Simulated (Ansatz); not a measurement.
A first try at an atomisation energy of CH2AlN, SMILES N#[C][AlH2], using Ansatz 0.2.0 through its Python package.

`tae_ch2aln.py`:
```python
from collections import Counter
import logging
import sys

import ansatz

logging.basicConfig(stream=sys.stdout, format="[%(levelname)s] %(message)s")
log = logging.getLogger("calc")
log.setLevel(logging.INFO)


def total_energy(molecule, charge=0, unpaired=0):
    calc = (
        molecule.calculation()
        .basis(gaussian="cc-pVTZ")
        .functional("B3LYP")
    )
    if charge:
        calc = calc.charge(charge)
    if unpaired:
        calc = calc.spin("collinear", total=unpaired)
    return calc.report["free_energy_ev"]

ch2aln = (
    ansatz.Crystal.molecule()
    .atom("N", (1.441, -1.405, 1.4268))
    .atom("C", (0.7124, -0.711, 0.7386))
    .atom("Al", (-0.4514, 0.3868, -0.4078))
    .atom("H", (-1.5963, -0.259, -1.1423))
    .atom("H", (-0.0558, 1.9145, -0.6567))
)

unpaired = {"N": 3, "C": 2, "Al": 1, "H": 1}
counts = Counter(site.symbol for site in ch2aln.cartesian_sites)
atom_energy = {s: total_energy(ansatz.Crystal.molecule().atom(s, (0, 0, 0)), 0, unpaired[s]) for s in counts}
whole = total_energy(ch2aln, 0, 0)
for s, e in atom_energy.items():
    log.info(f"{s:2s} x{counts[s]}  {e:14.5f} eV")
log.info(f"CH2AlN: {whole:.5f} eV")
split = sum(counts[s] * e for s, e in atom_energy.items()) - whole
log.info(f"atomisation energy (no zero-point term): {96.485332 * split:.1f} kJ/mol, {split / sum(counts.values()):.3f} eV an atom")
```

`python tae_ch2aln.py` gives:
```text
Traceback (most recent call last):
  File "tae_ch2aln.py", line 35, in <module>
    atom_energy = {s: total_energy(ansatz.Crystal.molecule().atom(s, (0, 0, 0)), 0, unpaired[s]) for s in counts}
                      ~~~~~~~~~~~~^^^^^^^^^^^^^^^^^^^^^^^^^^^^^^^^^^^^^^^^^^^^^^^^^^^^^^^^^^^^^^
  File "tae_ch2aln.py", line 22, in total_energy
    return calc.report["free_energy_ev"]
           ^^^^^^^^^^^
AttributeError: 'Calculation' object has no attribute 'report'
```

What is wrong, and how is it mended?

The fault: the calculation is never run. Mended:

```diff
--- before
+++ after
@@ -21,3 +21,3 @@
         calc = calc.spin("collinear", total=unpaired)
-    return calc.report["free_energy_ev"]
+    return calc.run(threads=1).report["free_energy_ev"]
```

After the fix:

```console
$ python tae_ch2aln.py
[INFO] N  x1     -1485.79013 eV
[INFO] C  x1     -1030.18427 eV
[INFO] Al x1     -6595.75456 eV
[INFO] H  x2       -13.66437 eV
[INFO] CH2AlN: -9157.27582 eV
[INFO] atomisation energy (no zero-point term): 1757.8 kJ/mol, 3.644 eV an atom
```

Reading the output:
- Total energies depend on the basis set; only differences at equal settings carry meaning.
- The geometry is a force-field or estimated start, not a minimum of this method, and the basis set is short of its limit. All parts are taken at fixed geometry, without zero-point energy.
- b3lyp holds the VWN-RPA fit, as in Gaussian; the form of ORCA and Turbomole is b3lyp5.
- For Al to Cl the sets with a tight d function, cc-pV(X+d)Z, are usual.
- Run time: 2 s on 1 thread of Intel(R) Xeon(R) 6975P-C (Granite Rapids), with other jobs on the host, peak memory 0.23 GiB.
